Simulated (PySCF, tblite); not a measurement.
# C₅H₁₂Si₂: a rotation path, then NMR shifts on frames, part 2 of 2

tblite 0.8.0 and PySCF 2.14.0. Atoms count from 0. Earlier steps stand in the parts before.

### Step 5. NMR shieldings: image 4, PBE0/pcSseg-1

Job settings and geometry (Å):

```
{"job": {"kind": "nmr", "xc": "PBE0", "basis": "pcSseg-1", "pop": false}, "charge": 0, "multiplicity": 1}
C     -2.491200     1.007600    -0.785800
C     -1.696800    -0.206500    -0.310200
C     -1.251300     0.009500     1.135400
Si    -0.198900    -0.558200    -1.460700
C      1.336100    -0.452300    -0.431100
C      2.303700    -0.381700     0.294900
Si     3.785700    -0.279100     1.396700
H     -1.862300     1.896000    -0.783000
H     -3.337400     1.190800    -0.124400
H     -2.876100     0.862000    -1.793300
H     -2.370900    -1.070600    -0.327600
H     -0.742700    -0.871000     1.521100
H     -2.104700     0.222600     1.778900
H     -0.560800     0.848400     1.200100
H     -0.289500    -1.907700    -2.034300
H     -0.129800     0.457400    -2.519700
H      4.969700    -0.573000     0.584700
H      3.858600     1.077000     1.950300
H      3.648700    -1.262000     2.477000
```

Level: GIAO PBE0/pcSseg-1 NMR shielding, non-relativistic, gas phase.

Log:

```text
coarse grid: 16120 points
cycle   1  E = -776.0406269260  dE =  3.418e-01  |g| = 4.819e-01  |ddm| = 3.849e+00
cycle   2  E = -776.0232574255  dE =  1.737e-02  |g| = 5.403e-01  |ddm| = 1.065e+00
cycle   3  E = -776.1021582201  dE = -7.890e-02  |g| = 5.520e-02  |ddm| = 5.821e-01
cycle   4  E = -776.1022821977  dE = -1.240e-04  |g| = 5.128e-02  |ddm| = 7.939e-02
cycle   5  E = -776.1029148790  dE = -6.327e-04  |g| = 1.245e-02  |ddm| = 4.148e-02
cycle   6  E = -776.1029516874  dE = -3.681e-05  |g| = 3.228e-03  |ddm| = 1.136e-02
cycle   7  E = -776.1029543382  dE = -2.651e-06  |g| = 3.669e-04  |ddm| = 3.096e-03
final grid: 144360 points
cycle   8  E = -776.1461987927  dE = -3.094e-05  |g| = 7.280e-03  |ddm| = 3.318e-02
cycle   9  E = -776.1461928420  dE =  5.951e-06  |g| = 8.670e-03  |ddm| = 1.433e-02
cycle  10  E = -776.1462126450  dE = -1.980e-05  |g| = 7.249e-04  |ddm| = 7.940e-03
cycle  11  E = -776.1462127255  dE = -8.050e-08  |g| = 4.354e-04  |ddm| = 8.412e-04
cycle  12  E = -776.1462127694  dE = -4.389e-08  |g| = 1.367e-04  |ddm| = 3.679e-04
cycle  13  E = -776.1462127740  dE = -4.637e-09  |g| = 2.800e-05  |ddm| = 1.203e-04
cycle  14  E = -776.1462127742  dE = -1.912e-10  |g| = 3.847e-06  |ddm| = 3.147e-05
converged SCF energy = -776.1462127742

GIAO shielding tensors (ppm)
atom      isotropic    diamagn.    paramagn.     s11        s22        s33       span
  0 C      162.555     246.425     -83.870    145.486    158.910    183.269     37.784
  1 C      175.616     252.552     -76.936    171.473    176.734    178.641      7.168
  2 C      162.535     250.600     -88.065    147.706    161.700    178.201     30.495
  3 Si     402.718     882.880    -480.163    358.967    395.368    453.818     94.852
  4 C       68.338     265.417    -197.078    -32.985    -24.755    262.755    295.741
  5 C       71.510     264.376    -192.866    -21.888    -20.299    256.718    278.606
  6 Si     449.126     881.818    -432.691    441.284    444.085    462.010     20.727
  7 H       30.749      30.759      -0.010     26.857     29.317     36.074      9.216
  8 H       30.535      29.237       1.298     26.058     28.080     37.468     11.410
  9 H       30.471      29.022       1.449     25.805     28.027     37.581     11.776
 10 H       30.620      32.345      -1.725     26.614     27.945     37.301     10.687
 11 H       30.178      33.664      -3.486     25.662     28.543     36.327     10.666
 12 H       30.577      31.941      -1.364     26.097     28.409     37.225     11.127
 13 H       30.447      34.316      -3.869     26.606     29.576     35.161      8.555
 14 H       27.174      29.671      -2.497     23.421     25.558     32.542      9.121
 15 H       27.557      30.196      -2.639     23.872     26.630     32.169      8.297
 16 H       27.462      27.718      -0.256     23.871     25.805     32.709      8.838
 17 H       27.457      29.163      -1.706     23.904     26.160     32.307      8.403
 18 H       27.461      28.916      -1.455     23.933     26.112     32.338      8.406
```

Run time: 29 s. Hardware: 1 thread of Intel Xeon Platinum 8488C, shared host; peak memory 0.91 GiB.

Key values: δ C4 118.6, C5 115.4, C2 24.4, C0 24.4, H14 4.54, H17 4.26 ppm.

### Step 6. NMR shieldings: image 6, PBE0/pcSseg-1

Job settings and geometry (Å):

```
{"job": {"kind": "nmr", "xc": "PBE0", "basis": "pcSseg-1", "pop": false}, "charge": 0, "multiplicity": 1}
C     -2.751300     0.633200    -0.865200
C     -1.610200    -0.160600    -0.234000
C     -1.212300     0.483100     1.092900
Si    -0.113900    -0.288900    -1.425400
C      1.414700    -0.416600    -0.389600
C      2.389900    -0.486800     0.325900
Si     3.864700    -0.601100     1.436000
H     -2.427100     1.648400    -1.087200
H     -3.597100     0.692700    -0.180900
H     -3.096200     0.173400    -1.789300
H     -1.983900    -1.168300    -0.019100
H     -0.449000    -0.106500     1.595300
H     -2.072500     0.569800     1.756700
H     -0.811600     1.481900     0.929200
H     -0.229600    -1.482300    -2.274400
H     -0.026800     0.929000    -2.242700
H      5.060500    -0.732400     0.599500
H      3.931300     0.620300     2.245100
H      3.710700    -1.779000     2.296300
```

Level: GIAO PBE0/pcSseg-1 NMR shielding, non-relativistic, gas phase.

Log:

```text
coarse grid: 16120 points
cycle   1  E = -776.0429701140  dE =  3.426e-01  |g| = 4.808e-01  |ddm| = 3.844e+00
cycle   2  E = -776.0266181043  dE =  1.635e-02  |g| = 5.359e-01  |ddm| = 1.061e+00
cycle   3  E = -776.1042569152  dE = -7.764e-02  |g| = 5.337e-02  |ddm| = 5.753e-01
cycle   4  E = -776.1043737982  dE = -1.169e-04  |g| = 4.954e-02  |ddm| = 7.594e-02
cycle   5  E = -776.1049599451  dE = -5.861e-04  |g| = 1.268e-02  |ddm| = 4.042e-02
cycle   6  E = -776.1049980919  dE = -3.815e-05  |g| = 3.264e-03  |ddm| = 1.141e-02
cycle   7  E = -776.1050008165  dE = -2.725e-06  |g| = 3.267e-04  |ddm| = 3.098e-03
final grid: 144360 points
cycle   8  E = -776.1480612969  dE = -3.081e-05  |g| = 7.325e-03  |ddm| = 2.918e-02
cycle   9  E = -776.1480553624  dE =  5.934e-06  |g| = 8.722e-03  |ddm| = 1.451e-02
cycle  10  E = -776.1480754234  dE = -2.006e-05  |g| = 6.486e-04  |ddm| = 7.921e-03
cycle  11  E = -776.1480754969  dE = -7.344e-08  |g| = 3.403e-04  |ddm| = 7.850e-04
cycle  12  E = -776.1480755210  dE = -2.416e-08  |g| = 1.466e-04  |ddm| = 3.125e-04
cycle  13  E = -776.1480755264  dE = -5.337e-09  |g| = 2.997e-05  |ddm| = 1.224e-04
cycle  14  E = -776.1480755266  dE = -2.160e-10  |g| = 3.913e-06  |ddm| = 3.215e-05
converged SCF energy = -776.1480755266

GIAO shielding tensors (ppm)
atom      isotropic    diamagn.    paramagn.     s11        s22        s33       span
  0 C      164.798     246.120     -81.322    152.111    156.586    185.696     33.585
  1 C      172.886     252.193     -79.306    168.675    173.842    176.142      7.467
  2 C      163.458     250.856     -87.398    146.975    162.242    181.157     34.182
  3 Si     405.278     883.005    -477.727    367.152    392.396    456.287     89.135
  4 C       67.750     265.263    -197.513    -34.329    -25.707    263.286    297.615
  5 C       72.491     264.951    -192.460    -20.841    -19.319    257.633    278.474
  6 Si     449.083     881.963    -432.880    442.235    443.233    461.781     19.547
  7 H       30.889      29.961       0.928     26.973     29.221     36.473      9.500
  8 H       30.450      28.828       1.622     26.016     27.899     37.436     11.420
  9 H       30.485      28.612       1.873     25.681     28.171     37.603     11.922
 10 H       30.583      33.213      -2.630     26.734     28.210     36.807     10.073
 11 H       29.866      34.241      -4.375     24.399     29.013     36.187     11.788
 12 H       30.554      32.027      -1.473     26.131     28.310     37.220     11.090
 13 H       30.763      33.653      -2.890     27.655     28.859     35.775      8.120
 14 H       27.239      29.751      -2.512     23.481     25.699     32.538      9.056
 15 H       27.640      30.432      -2.792     23.937     26.859     32.124      8.187
 16 H       27.483      27.809      -0.326     23.916     25.817     32.716      8.800
 17 H       27.452      29.286      -1.834     23.891     26.203     32.260      8.369
 18 H       27.462      28.976      -1.514     23.942     26.057     32.387      8.445
```

Run time: 28 s. Hardware: 1 thread of Intel Xeon Platinum 8488C, shared host; peak memory 0.89 GiB.

In short: δ C4 119.2, C5 114.4, C2 23.5, C0 22.1, H14 4.48, H17 4.27 ppm.

### Step 7. Shielding tensors: image 8, PBE0/pcSseg-1

Job settings and geometry (Å):

```
{"job": {"kind": "nmr", "xc": "PBE0", "basis": "pcSseg-1", "pop": false}, "charge": 0, "multiplicity": 1}
C     -2.833400     0.209900    -0.877700
C     -1.521700    -0.036300    -0.137200
C     -1.361500     0.967300     1.002100
Si    -0.024600     0.018000    -1.327100
C      1.488300    -0.342600    -0.324500
C      2.463700    -0.578400     0.354200
Si     3.944900    -0.939100     1.399900
H     -2.839200     1.199500    -1.331100
H     -3.679800     0.148800    -0.193500
H     -2.980900    -0.526600    -1.665200
H     -1.574000    -1.036600     0.308200
H     -0.444800     0.777100     1.556900
H     -2.201000     0.903700     1.694500
H     -1.320700     1.984100     0.615400
H     -0.167800    -1.007800    -2.368500
H      0.105300     1.354500    -1.923700
H      5.136300    -0.903100     0.547600
H      4.028300     0.085000     2.445200
H      3.772800    -2.268200     1.993700
```

With the program's defaults for keys left out, this is: GIAO PBE0/pcSseg-1 NMR shielding, non-relativistic, gas phase.

Log:

```text
coarse grid: 16120 points
cycle   1  E = -776.0456931037  dE =  3.406e-01  |g| = 4.797e-01  |ddm| = 3.839e+00
cycle   2  E = -776.0302591225  dE =  1.543e-02  |g| = 5.317e-01  |ddm| = 1.050e+00
cycle   3  E = -776.1068416681  dE = -7.658e-02  |g| = 4.958e-02  |ddm| = 5.647e-01
cycle   4  E = -776.1069588421  dE = -1.172e-04  |g| = 4.540e-02  |ddm| = 7.015e-02
cycle   5  E = -776.1074415001  dE = -4.827e-04  |g| = 1.304e-02  |ddm| = 3.815e-02
cycle   6  E = -776.1074820749  dE = -4.057e-05  |g| = 3.288e-03  |ddm| = 1.141e-02
cycle   7  E = -776.1074848413  dE = -2.766e-06  |g| = 3.021e-04  |ddm| = 3.056e-03
final grid: 144360 points
cycle   8  E = -776.1501674455  dE = -2.961e-05  |g| = 7.356e-03  |ddm| = 3.448e-02
cycle   9  E = -776.1501612749  dE =  6.171e-06  |g| = 8.818e-03  |ddm| = 1.459e-02
cycle  10  E = -776.1501817256  dE = -2.045e-05  |g| = 6.862e-04  |ddm| = 7.823e-03
cycle  11  E = -776.1501818054  dE = -7.984e-08  |g| = 3.785e-04  |ddm| = 8.071e-04
cycle  12  E = -776.1501818363  dE = -3.087e-08  |g| = 1.512e-04  |ddm| = 3.376e-04
cycle  13  E = -776.1501818420  dE = -5.731e-09  |g| = 2.697e-05  |ddm| = 1.283e-04
cycle  14  E = -776.1501818422  dE = -1.685e-10  |g| = 4.005e-06  |ddm| = 3.116e-05
converged SCF energy = -776.1501818422

GIAO shielding tensors (ppm)
atom      isotropic    diamagn.    paramagn.     s11        s22        s33       span
  0 C      166.464     245.950     -79.487    152.719    158.482    188.190     35.471
  1 C      168.677     251.804     -83.127    165.091    166.349    174.592      9.501
  2 C      165.546     250.049     -84.504    153.408    157.620    185.609     32.201
  3 Si     407.074     883.243    -476.169    378.993    383.505    458.725     79.732
  4 C       67.684     264.676    -196.992    -34.231    -26.792    264.074    298.305
  5 C       73.875     265.460    -191.585    -20.813    -18.154    260.593    281.406
  6 Si     449.079     882.202    -433.123    442.473    443.388    461.375     18.902
  7 H       30.946      29.447       1.499     27.078     29.074     36.686      9.608
  8 H       30.419      28.698       1.721     26.080     27.809     37.368     11.287
  9 H       30.465      29.017       1.448     25.462     28.408     37.526     12.063
 10 H       30.521      34.315      -3.794     26.725     28.842     35.996      9.271
 11 H       29.901      33.588      -3.686     24.288     29.347     36.070     11.781
 12 H       30.452      31.458      -1.006     26.205     27.889     37.263     11.058
 13 H       30.914      32.347      -1.434     27.718     28.572     36.451      8.733
 14 H       27.351      30.179      -2.828     23.436     26.183     32.435      8.998
 15 H       27.651      30.602      -2.951     24.311     26.511     32.130      7.820
 16 H       27.484      27.923      -0.440     23.942     25.851     32.658      8.717
 17 H       27.463      29.312      -1.849     23.901     26.207     32.282      8.380
 18 H       27.482      29.059      -1.577     23.948     26.051     32.446      8.498
```

Wall time 27 s (1 thread of Intel Xeon Platinum 8488C, shared host); peak memory 0.89 GiB.

Key values: δ C4 119.2, C5 113.0, C2 21.4, C0 20.5, H14 4.37, H17 4.25 ppm.

### Step 8. Side by side: NMR shifts

Shifts (ppm) of some atoms, chosen among heavy atoms and hydrogens apart, with basis size and wall time:

| frame | C5 | C0 | C2 | C1 | H13 | H11 | Si3 | functions | time |
| --- | --- | --- | --- | --- | --- | --- | --- | --- | --- |
| image 0 | 114.0 | 20.9 | 20.8 | 16.9 | 1.31 | 1.24 | -57.1 | 193 | 38 s |
| image 2 | 115.1 | 23.0 | 22.0 | 14.0 | 1.48 | 1.26 | -55.2 | 193 | 29 s |
| image 4 | 115.4 | 24.4 | 24.4 | 11.3 | 1.27 | 1.54 | -53.6 | 193 | 29 s |
| image 6 | 114.4 | 22.1 | 23.5 | 14.0 | 0.95 | 1.85 | -56.1 | 193 | 28 s |
| image 8 | 113.0 | 20.5 | 21.4 | 18.2 | 0.80 | 1.82 | -57.9 | 193 | 27 s |

### Step 9. Outcome

This closing draws on all 2 parts.

| quantity | value |
| --- | --- |
| barrier | 0.067 eV (1.5 kcal/mol) at image 4 |
| end to end (GFN2-xTB) | 0.007 eV |
| 13C shifts against TMS (PBE0/pcSseg-1, image 0) | 117.7, 114.0, 20.9, 20.8, 16.9 ppm |
| 1H shifts against TMS (PBE0/pcSseg-1, image 0) | 4.37, 4.37, 4.25, 4.25, 4.25, 1.31, 1.31, 1.24, 1.24, 1.19, 1.19, 1.07 ppm |
| 29Si shifts against TMS (PBE0/pcSseg-1, image 0) | -57.1, -100.0 ppm |
| surface potential, 1st and 99th percentile | -0.78 V and 1.14 V |
| range of the shift of C1 | 11.3 to 18.2 ppm |

What this shows: Along the band the dihedral turns by 120°, and the top (dihedral -2°) lies 1.5 kcal/mol above the start (GFN2-xTB, rough), so at room temperature this motion is fast. Ends this close can change order at a higher level. The top was not checked by a frequency run. Shifts at one fixed geometry are not the observed spectrum, which averages over the motion. At PBE0/pcSseg-1, counted by nearest atom on the grid, the HOMO lies on C4, C5 about 25 % each; C1 17 %, the LUMO on C4, C5 about 26 % each; Si3, Si6 about 7 % each. In ppm, C1 moves most: its shift spreads over 6.9 ppm, from 11.3 (image 4) to 18.2 (image 8).
